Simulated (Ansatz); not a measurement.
# Br− with CO: structure and interaction energy

An exercise on one series of results from a longer session: the logs are not shown, and one member is left open.

Method: PBE0-D4 structure, single points in def2-TZVPPD; program: Ansatz 0.2.0, Gaussian basis.

Levels: PBE-D4, revPBE-D4, BLYP-D4, r2SCAN-D4, B97M-V, PBE0-D4, B3LYP-D4, HSE06-D4, wB97X-V, wB97M-V, B2PLYP, Hartree-Fock, MP2, CCSD, CCSD(T). The reference is CCSD(T) extrapolated to the basis limit. For elements past Ar these valence bases correlate outer-core shells poorly and lack relativity, so that limit is rough.

Correlated methods freeze the cores. Filled d shells of the heavier atoms are correlated. B3LYP uses VWN-RPA correlation. B2PLYP carries no dispersion term here.

163 further runs of the same task are left out: 163 set aside as unsound or not needed.

## Starting geometry

The pair, from a GFN2-xTB docking trial: 3 atoms, charge -1, spin multiplicity 1.

Atoms are counted from 1 here; the program's logs count them from 0.

Bond lengths: C2–O3 1.167 Å.

Geometry (Å):

```xyz
3
charge -1, multiplicity 1
Br    0.0465   -0.0196   -1.8094
C     0.4476   -0.1887    0.6229
O    -0.4941    0.2083    1.1864
```

Atoms 1 to 1 are fragment A (Br−), the rest fragment B (CO).

Set-up of the first run:

The input, pre/in.yaml:

```yaml
crystal:
  periodic: [false, false, false]
  atoms:
    - {symbol: Br, position_ang: [0.046500, -0.019600, -1.809400]}
    - {symbol: C, position_ang: [0.447600, -0.188700, 0.622900]}
    - {symbol: O, position_ang: [-0.494100, 0.208300, 1.186400]}
basis:
  gaussian: {orbitals: def2-SVPD}
total_charge: -1
hamiltonian: {xc: pbe, dispersion: d4}
relax: {f_tol: 0.03, max_steps: 250}
```

The run is started by

```console
$ ansatz run in.yaml --threads 2 --pin off --events-out ev --progress --plain --max-ram 5222MiB
```

Steps of the session up to this table: A first relaxation in a small basis; Relaxation at PBE0-D4; wB97X-V/def2-TZVPPD; wB97M-V/def2-TZVPPD; B2PLYP/def2-TZVPPD; B97M-V/def2-TZVPPD; CCSD(T)/def2-TZVPPD; MP2/def2-QZVPPD; Vibrations of the pair.

One of the session's tables, all rows but one given; the rest of the session is left out.

| method | interaction (kJ/mol) |
| --- | --- |
| PBE-D4 | -21.15 |
| revPBE-D4 | -18.68 |
| BLYP-D4 | -18.24 |
| r2SCAN-D4 | -18.14 |
| B97M-V | -16.68 |
| PBE0-D4 | -16.79 |
| B3LYP-D4 | -15.80 |
| HSE06-D4 | -17.02 |
| wB97X-V | -11.95 |
| wB97M-V | -12.26 |
| B2PLYP | -8.05 |
| Hartree-Fock | -1.37 |
| MP2 | -6.29 |
| CCSD | ? |
| CCSD(T) | -6.79 |
| CCSD(T)/CBS | -10.52 |

Estimate the missing values for CCSD.

The run gave: interaction (kJ/mol): -5.58. In the column «interaction (kJ/mol)» it lies between MP2 (-6.29) and Hartree-Fock (-1.37).
